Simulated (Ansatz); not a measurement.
# CsLiCr2Te2S3 (P3m1) in Ansatz: band structure with PBE

Aim: the band structure of CsLiCr2Te2S3 with PBE.

Program: Ansatz 0.2.0. These are calculated values, not measurements. Logs are shortened: lines on timing, memory, paths and dates and some standing lists are left out, and cuts for length are marked.

**1. The structure**

It takes space group P3m1 (No. 156, trigonal). Conventional cell: a = 3.604 Å, b = 3.604 Å, c = 19.067 Å, α = 90.00°, β = 90.00°, γ = 120.00°. Around Cs (site symmetry 3m) lie 3 S at 3.38 Å and 6 Cs at 3.60 Å and 3 Te at 3.77 Å. Around Li (site symmetry 3m) lie 6 S at 2.63 to 2.66 Å. Cr (site symmetry 3m) is surrounded by 3 S at 2.40 Å and 3 Te at 2.74 Å. Cr (site symmetry 3m) is surrounded by 6 S at 2.43 to 2.45 Å. Te (site symmetry 3m) has 6 Te at 3.60 Å and 3 Cs at 3.77 Å as nearest neighbours. Around Te (site symmetry 3m) lie 3 Cr at 2.74 Å. S (site symmetry 3m) is surrounded by 3 Cr at 2.45 Å and 3 Li at 2.63 Å. Around S (site symmetry 3m) lie 3 Cr at 2.40 Å and 3 Li at 2.66 Å.

The cell was built by a generator and needn't be a form met in nature.

**2. Band structure, PBE, collinear spin, ferromagnetic start**

File input.yaml:

```yaml
crystal:
  lattice:
    - [3.60358, 0.0, 0.0]
    - [-1.80179, 3.12079, 0.0]
    - [0.0, 0.0, 19.06651]
  atoms:
    - { symbol: Cs, position: [0.0, 0.0, 0.37399] }
    - { symbol: Li, position: [0.66667, 0.33333, 0.01607] }
    - { symbol: Cr, position: [0.0, 0.0, 0.86637], spin: 3.0 }
    - { symbol: Cr, position: [0.33333, 0.66667, 0.16833], spin: 3.0 }
    - { symbol: Te, position: [0.33333, 0.66667, 0.53891] }
    - { symbol: Te, position: [0.66667, 0.33333, 0.77276] }
    - { symbol: S, position: [0.0, 0.0, 0.1003] }
    - { symbol: S, position: [0.33333, 0.66667, 0.9292] }
    - { symbol: S, position: [0.66667, 0.33333, 0.23408] }
hamiltonian:
  xc: pbe
  pseudopotentials: { kind: paw }
magnetization:
  spin_polarized: true
kpoints:
  mp_grid: { grid: [9, 9, 2] }
  band_path:
    path:
      - [[0.0, 0.0, 0.0], [0.5, 0.0, 0.0], [0.3333333333, 0.3333333333, 0.0], [0.0, 0.0, 0.0], [0.0, 0.0, 0.5], [0.5, 0.0, 0.5], [0.3333333333, 0.3333333333, 0.5], [0.0, 0.0, 0.5]]
      - [[0.5, 0.0, 0.5], [0.5, 0.0, 0.0]]
      - [[0.3333333333, 0.3333333333, 0.0], [0.3333333333, 0.3333333333, 0.5]]
    npoints: 10
scf:
  occupations: { method: fermi_dirac, width: 0.05 }
  n_extra_bands: 22
output:
  forces: true
  stress: true
  eigenvalues: true
  fatbands: false
```

Potentials or basis: Ansatz PAW.

On the command line:

```console
$ ansatz run input.yaml --threads 8 --pin off --max-ram 20480MiB --backend cpu --events-out ev --progress --plain --runs-dir out
```

What it wrote:

```text
Warning: the atoms were moved onto the symmetric positions of the space group found under crystal.symmetry.tolerance 1.0e-5 (fractional; no operation is sought that the atoms, as they stand in a round, miss by more than twice it, and no atom is moved by as much as it), and the run uses the moved positions. Before a round's move an operation carried an atom to 3.60e-5 Å from where it should land, the largest such distance. Atom 1 (counting from 0) moved farthest, by 2.08e-5 Å; the longest move in fractions of the cell, of whichever atom, is 0.47 of the tolerance, in 1 round. To run the atoms as typed, lower crystal.symmetry.tolerance until the operations that they miss are no longer found, or set crystal.symmetry.detect: false (a key that needs symmetry detection or time reversal refuses this as the deck is read). The positions used, in the order of the run's atom list: position: [0.0, 0.0, 0.37399]; position: [0.6666666666666666, 0.3333333333333333, 0.01607]; position: [0.0, 0.0, 0.86637]; position: [0.3333333333333333, 0.6666666666666666, 0.16833]; position: [0.3333333333333333, 0.6666666666666666, 0.53891]; position: [0.6666666666666666, 0.3333333333333333, 0.77276]; position: [0.0, 0.0, 0.1003]; position: [0.3333333333333333, 0.6666666666666666, 0.9292]; position: [0.6666666666666666, 0.3333333333333333, 0.23408]; The lattice was moved too: crystal.lattice keeps the space group found at crystal.symmetry.tolerance 1.0e-5 only nearly: the operation that it misses by the most changes a squared length by the fraction 1.01e-6. The run uses the lattice that is a stretch of the typed one, with no rotation, onto the one that keeps every operation to a double's rounding (on a very oblique basis the stretch itself rounds by more); the deck's lattice vector that moved farthest moved by 1.05e-6 Å. To run the lattice as typed, set crystal.symmetry.tolerance under 1.01e-6, the least fraction by which an operation that the lattice misses changes a squared length (the same key also sets how far an atom may lie from its image, so lowering it can lose operations that the atoms keep only within it), or set crystal.symmetry.detect: false, as for the atoms. crystal.lattice made exact, in Å and degrees: [[3.603578946584446, 0.0, 0.0], [-1.801789473292223, 3.120790912284897, 0.0], [0.0, 0.0, 19.06651]]. Pasted over the deck's crystal.lattice, beside positions in fractional coordinates, it runs the same cell (given as lengths and angles, that cell in the form's own orientation, a rigid turn of the misfit's size from the one run here, for which a checkpoint.post_process_only pass over this run's state can be refused: where this run relaxes nothing, give such a pass this deck's own crystal.lattice, as typed; behind a relaxation, as crystal.lattice, the state's own cell, identity.cell in its checkpoint.json), and a matrix so pasted ends this notice, except on a very skew basis of the lattice, where the rounding of the pasted numbers themselves can read as a misfit: the cell is then moved again, and that move is told again. The lattice as run is in this notice's lattice.as_run_ang field (Run.prep()["deck_notices"] in Python, the deck_notice line of an events file, deck_notices of ansatz run --dry-run=json, or deck_notices in record.json in the deck's checkpoint.write directory).
Warning: RAYON_NUM_THREADS=8 ignored (pool sized by the plan → 8); use --threads N
scf.n_extra_bands = 22 over 45 filled bands (N_el = 90.0): the run solves 67 bands
Engine: ansatz 0.2.0, x86_64-unknown-linux-gnu
Pseudopotentials: kind: paw
Pseudopotential: Cs, paw, valence charge 9, recommended cutoff 420 eV (normal), Cs.paw.azcp
Pseudopotential: Li, paw, valence charge 3, recommended cutoff 420 eV (normal), Li.paw.azcp
Pseudopotential: Cr, paw, valence charge 14, recommended cutoff 420 eV (normal), Cr.paw.azcp
Pseudopotential: Te, paw, valence charge 16, recommended cutoff 420 eV (normal), Te.paw.azcp
Pseudopotential: S, paw, valence charge 6, recommended cutoff 420 eV (normal), S.paw.azcp
Functional definition: PBE
  parameter kappa = 0.804
  parameter beta = 0.06672455060314922
  exchange = pbe_x(kappa = kappa, mu = beta*pi^2/3)
  correlation = pbe_c(beta = beta)
Crystal: 9 atoms, lattice volume = 214.422 Å³
Basis set: ecut = 420 eV, 4167 PW (Γ), exchange–correlation on 50×50×256 points (8 copies of the dense FFT grid, shifted against one another)
Bands: 67, of which v1, the nominal top of the filled ones, is band 45 counted from 1 (44 counted from 0)
Symmetry: 6 space group operations
Space group: P3m1 (ITA 156), of the structure as read, at distance tolerance 6.0e-5 Å
Magnetic group: BNS 156.49 (UNI 1279), of the structure as read, at distance tolerance 6.0e-5 Å
k-points: 24 of 162 (time reversal used)
Non-local potential: Cs, projectors of the file, l = 0: 3, l = 1: 2, l = 2: 2, l = 3: 2
Non-local potential: Li, projectors of the file, l = 0: 3, l = 1: 2, l = 2: 1
Non-local potential: Cr, projectors of the file, l = 0: 3, l = 1: 2, l = 2: 3, l = 3: 1
Non-local potential: Te, projectors of the file, l = 0: 2, l = 1: 2, l = 2: 2, l = 3: 2
Non-local potential: S, projectors of the file, l = 0: 2, l = 1: 2, l = 2: 2
PAW form: soft (Blöchl's): semilocal exchange-correlation on the pseudo side does not see the compensation charge
PAW one-centre angular grid: Cs, 194 points (default); XC on 64 Gauss nodes
PAW one-centre angular grid: Li, 110 points (default); XC on 64 Gauss nodes
PAW one-centre angular grid: Cr, 590 points (default); XC on 64 Gauss nodes
PAW one-centre angular grid: Te, 590 points (default); XC on 64 Gauss nodes
[... 38 lines left out ...]
SCF iter  29: F=—  HF=-29302.833004 eV  |F-HF|=—  |Δ(HF+E_count)|=   1.65e-8  Δρ=2.67e-6 (↑2.67e-6 ↓2.35e-6)  dr2=1.15e-6  dr2_m=3.98e-10  M=5.643 μB ∫|m|=6.668 μB  β_m=0.79  ethr=1.85e-9  ⟨swp⟩=1.7  Hψ=3430  notcnv=0  defer=552
SCF iter  30: F=—  HF=-29302.833004 eV  |F-HF|=—  |Δ(HF+E_count)|=   3.85e-8  Δρ=4.49e-6 (↑4.49e-6 ↓1.63e-6)  dr2=1.16e-6  dr2_m=7.15e-9  M=5.643 μB ∫|m|=6.668 μB  β_m=0.85  ethr=1.28e-9  ⟨swp⟩=1.0  Hψ=3216  notcnv=0  defer=552
SCF iter  31: F=—  HF=-29302.833004 eV  |F-HF|=—  |Δ(HF+E_count)|=   4.17e-8  Δρ=3.41e-6 (↑3.41e-6 ↓1.53e-6)  dr2=5.65e-7  dr2_m=3.23e-9  M=5.643 μB ∫|m|=6.668 μB  β_m=0.81  ethr=1.28e-9  ⟨swp⟩=1.0  Hψ=3216  notcnv=0  defer=553
SCF iter  32: F=—  HF=-29302.833004 eV  |F-HF|=—  |Δ(HF+E_count)|=   2.92e-8  Δρ=5.80e-6 (↑5.80e-6 ↓2.71e-6)  dr2=7.04e-7  dr2_m=7.31e-9  M=5.643 μB ∫|m|=6.668 μB  β_m=0.63  ethr=6.28e-10  ⟨swp⟩=2.0  Hψ=4555  notcnv=0  defer=553
SCF iter  33: F=—  HF=-29302.833004 eV  |F-HF|=—  |Δ(HF+E_count)|=   5.43e-8  Δρ=1.95e-6 (↑1.95e-6 ↓1.20e-6)  dr2=2.99e-7  dr2_m=2.07e-9  M=5.643 μB ∫|m|=6.668 μB  β_m=0.82  ethr=6.28e-10  ⟨swp⟩=1.2  Hψ=3240  notcnv=0  defer=553
SCF iter  34: F=-29302.833004 eV  HF=-29302.833004 eV  |F-HF|=6.23e-8  |Δ(HF+E_count)|=   1.45e-8  Δρ=1.94e-6 (↑1.94e-6 ↓9.69e-7)  dr2=6.88e-8  dr2_m=5.40e-10  M=5.643 μB ∫|m|=6.668 μB  ethr=1.11e-10  ⟨swp⟩=10.6  Hψ=17091  notcnv=0
SCF 1 converged in 34 iterations: F = -29302.833004 eV  dr2 = 6.88e-8
NSCF: frozen V_eff on 93 k-points
SCF converged after 34 iterations
Magnetization: 5.6434 μB (47.8217 up, 42.1783 down)
Absolute magnetization: 6.6691 μB (∫|ρ↑−ρ↓|, with the PAW one-centre terms)
Spin contamination: 0.2986 ħ² per cell (⟨S²⟩ above its minimum at these occupations)
Per-site moments (μB) at R_I (Å): [(0.001092213629814189, 1.3954856731194367), (-0.005648973085316974, 1.0841564354089643), (2.582826638855218, 0.9903157806638262), (2.7388151760916526, 1.0019729821863483), (-0.006705098413142938, 1.486476315466084), (-0.1454026876950866, 1.1307438306979916), (-0.04617575227651024, 1.0113443744749768), (-0.059010651245663494, 0.9903157806638262), (-0.057969234300972276, 1.0019729821863483)]
Free energy (F): -29302.833004 eV
Harris-Foulkes:  -29302.833004 eV  (|F-HF|=6.23e-8)
Internal energy: -29302.808309 eV  (E = F + TS)
E sigma→0 (E₀):  -29302.820656 eV
Entropy (-TS):   -0.024695 eV (-2.744 meV/atom)
Fermi energy:    8.053564 eV
--- Per-component energies (eV) ---
  E_band       = -1212.227311
  E_kinetic    = 1530.101206
  E_local      = -10479.780640  (includes V_loc(G=0)·N_el)
  E_nonlocal   = -375.095757
  E_hartree    = 5185.413057
  E_xc         = -1003.729681
  E_vxc        = -966.302448  (∫ρ·V_xc dr)
  E_paw        = -18607.606925  (= ΣΔE_a)
  E_vpaw       = -1291.995280  (= ΣTr[D̂ρ^β])
  E_aug_tail   = 0.000368  (compensation charges beyond the density's cutoff)
  E_ewald      = -5552.109936
  E_smearing   = -0.024695  (= −TS)
  E_closure    = 0.000000  (closes the sum)
  Σ components = -29302.833004   (vs F -29302.833004, Δ=0.00e0)
--- Forces (eV/Å), atoms counted from 1 ---
  atom   1  Cs     0.00000000     0.00000000     0.03278410
  atom   2  Li    -0.00000000     0.00000000     0.02118324
  atom   3  Cr    -0.00000000     0.00000000    -0.02161288
  atom   4  Cr     0.00000000     0.00000000     0.00575126
  atom   5  Te     0.00000000     0.00000000    -0.01443289
  atom   6  Te     0.00000000     0.00000000     0.03213253
  atom   7  S      0.00000000     0.00000000    -0.01352756
  atom   8  S      0.00000000     0.00000000    -0.02368092
  atom   9  S      0.00000000     0.00000000    -0.01849233
  max |Σ_I F_I| component: 1.05e-4 eV/Å
--- Stress (GPa, compression-positive) ---
        0.084263       0.000000       0.000000
        0.000000       0.084263       0.000000
       -0.000000       0.000000      -0.101324
  P = ⅓ Tr σ = 0.0224 GPa (0.224 kbar)
--- Band table (eV; the first three rows and the last of 48) ---
  k-point 0 ↑: bands = ["-65.0343", "-64.6686", "-38.2658", "-36.3918", "-36.3676", "-36.3676", "-36.0321", "-36.0321", "-36.0143", "-28.4656", "-28.4656", "-28.4208", "-28.4208", "-28.3527", "-28.3527", "-28.3331", "-28.2663", "-28.2663", "-28.2072", "-15.3588", "-5.9851", "-5.6399", "-4.6207", "-3.6231", "-3.4023", "-1.6908", "-0.6097", "-0.6097", "2.6469", "3.2837", "4.1924", "4.1924", "4.6295", "4.6295", "5.6914", "5.9487", "6.3381", "6.3381", "6.6352", "6.6352", "6.6762", "7.0466", "7.0466", "7.0807", "7.6311", "8.5412", "8.5412", "9.4768", "9.8059", "9.8059", "10.2554", "10.2554", "10.8120", "10.8120", "12.0159", "12.4597", "12.4597", "12.7080", "12.7873", "13.7323", "14.7478", "14.7506", "14.7506", "14.9900", "15.4194", "15.4194", "15.7397"]
  k-point 1 ↑: bands = ["-65.0343", "-64.6686", "-38.2658", "-36.3918", "-36.3676", "-36.3676", "-36.0321", "-36.0321", "-36.0143", "-28.4656", "-28.4656", "-28.4208", "-28.4208", "-28.3527", "-28.3527", "-28.3331", "-28.2663", "-28.2663", "-28.2072", "-15.3588", "-5.9851", "-5.6398", "-4.6210", "-3.6203", "-3.4051", "-1.6903", "-0.6097", "-0.6097", "2.6339", "3.3090", "4.1924", "4.1924", "4.6295", "4.6295", "5.4974", "6.3381", "6.3381", "6.3504", "6.4525", "6.6352", "6.6352", "7.0466", "7.0466", "7.0900", "7.6159", "8.5412", "8.5412", "9.4826", "9.8060", "9.8060", "10.2554", "10.2554", "10.8121", "10.8121", "12.1298", "12.4597", "12.4597", "12.4772", "12.9806", "13.5223", "14.7488", "14.7488", "14.8887", "15.1656", "15.4256", "15.4256", "15.7350"]
  k-point 2 ↑: bands = ["-65.0342", "-64.6684", "-38.2656", "-36.3915", "-36.3699", "-36.3682", "-36.0343", "-36.0327", "-36.0141", "-28.4656", "-28.4639", "-28.4208", "-28.4191", "-28.3532", "-28.3528", "-28.3322", "-28.2669", "-28.2665", "-28.2063", "-15.2998", "-5.8684", "-5.5389", "-4.5756", "-3.5057", "-3.2716", "-1.6372", "-1.0376", "-0.7013", "2.7637", "3.4013", "3.9643", "4.2473", "4.3083", "4.6508", "5.7783", "5.8857", "6.0568", "6.1978", "6.4972", "6.5541", "6.6515", "6.7435", "7.2082", "7.2775", "7.4813", "8.3791", "8.4917", "9.2222", "9.3315", "9.7041", "9.9404", "9.9872", "10.0169", "10.6055", "11.8054", "12.5623", "12.8278", "13.2409", "13.3996", "13.5630", "14.5901", "14.7048", "15.0551", "15.1727", "15.3323", "15.6175", "15.7623"]
  k-point 23 ↓: bands = ["-62.0321", "-61.8244", "-38.2659", "-33.4358", "-33.4356", "-33.4231", "-33.2614", "-33.2276", "-33.2249", "-28.4583", "-28.4582", "-28.4475", "-28.4472", "-28.3865", "-28.3864", "-28.3548", "-28.2709", "-28.2709", "-28.1992", "-14.7332", "-4.6051", "-4.4950", "-4.3656", "-2.8506", "-2.7080", "-2.0619", "-1.3788", "-1.3207", "3.2663", "3.3363", "3.3586", "3.4696", "3.6998", "3.9806", "4.7177", "4.7995", "5.1878", "5.4462", "5.5384", "5.5638", "5.6009", "6.2338", "7.4090", "9.4388", "9.6809", "9.8783", "9.9180", "9.9648", "10.0127", "10.3309", "10.4425", "10.5446", "10.9097", "11.5732", "11.8543", "12.8326", "13.0561", "13.2224", "13.4646", "13.8105", "14.4449", "15.0588", "15.5080", "15.8563", "15.8946", "16.1476", "16.2727"]
```

It took 73 s on 8 threads of AMD EPYC 7R43 (Zen 3), shared host; peak memory 1.9 GiB.

What came out:

| Quantity | Value |
| --- | --- |
| Free energy | -29302.8330 eV |
| Pressure | 0.0 GPa |
| Largest force | 0.033 eV/Å |
| Band gap on the k mesh | none (metal or under the smearing width) |
| Net moment | 5.64 μB per cell |
| Absolute moment | 6.67 μB per cell |
| Site moments | Cs +0.00; Li -0.01; Cr +2.58, +2.74; Te -0.01, -0.15; S -0.05, -0.06 μB |

Forces in eV/Å, atoms in the order of the input:
```
Cs   0.000  0.000  0.033
Li   0.000  0.000  0.021
Cr   0.000  0.000 -0.022
Cr   0.000  0.000  0.006
Te   0.000  0.000 -0.014
Te   0.000  0.000  0.032
S    0.000  0.000 -0.014
S    0.000  0.000 -0.024
S    0.000  0.000 -0.018
```

Levels at the corners of the path, in eV from the Fermi level:
Spin up:
```
point  band 45  band 46  band 47  band 48  band 49  band 50  band 51  band 52
    Γ    -0.42     0.49     0.49     1.42     1.75     1.75     2.20     2.20
    M    -1.13    -0.86    -0.80    -0.76     0.62     0.97     1.35     1.53
    K    -0.94    -0.92    -0.75    -0.66    -0.52     0.81     0.92     1.15
    Γ    -0.42     0.49     0.49     1.42     1.75     1.75     2.20     2.20
    A    -0.44     0.49     0.49     1.43     1.75     1.75     2.20     2.20
    L    -1.13    -0.86    -0.80    -0.76     0.62     0.97     1.34     1.53
    H    -0.94    -0.92    -0.75    -0.67    -0.51     0.80     0.92     1.15
    A    -0.44     0.49     0.49     1.43     1.75     1.75     2.20     2.20
    L    -1.13    -0.86    -0.80    -0.76     0.62     0.97     1.34     1.53
    M    -1.13    -0.86    -0.80    -0.76     0.62     0.97     1.35     1.53
    K    -0.94    -0.92    -0.75    -0.66    -0.52     0.81     0.92     1.15
    H    -0.94    -0.92    -0.75    -0.67    -0.51     0.80     0.92     1.15
```
Spin down:
```csv
point,band 39,band 40,band 41,band 42,band 43,band 44,band 45,band 46
Γ,-1.05,0.78,0.78,1.06,1.06,1.22,1.22,1.30
M,-2.56,-1.85,-0.87,-0.84,0.52,0.62,0.82,1.26
K,-2.52,-2.49,-2.44,-1.82,-0.64,1.38,1.63,1.83
Γ,-1.05,0.78,0.78,1.06,1.06,1.22,1.22,1.30
A,-1.05,0.78,0.78,1.06,1.06,1.22,1.22,1.32
L,-2.56,-1.85,-0.86,-0.84,0.51,0.62,0.83,1.26
H,-2.52,-2.49,-2.45,-1.82,-0.64,1.39,1.63,1.82
A,-1.05,0.78,0.78,1.06,1.06,1.22,1.22,1.32
L,-2.56,-1.85,-0.86,-0.84,0.51,0.62,0.83,1.26
M,-2.56,-1.85,-0.87,-0.84,0.52,0.62,0.82,1.26
K,-2.52,-2.49,-2.44,-1.82,-0.64,1.38,1.63,1.83
H,-2.52,-2.49,-2.45,-1.82,-0.64,1.39,1.63,1.82
```

Caveat: spin-orbit coupling is left out, which moves the levels of the heavy elements; only a ferromagnetic start was run, and an antiferromagnetic order may lie lower in energy. With open d or f shells a metallic result of PBE can be an artefact of self-interaction; +U or a hybrid may open a gap.
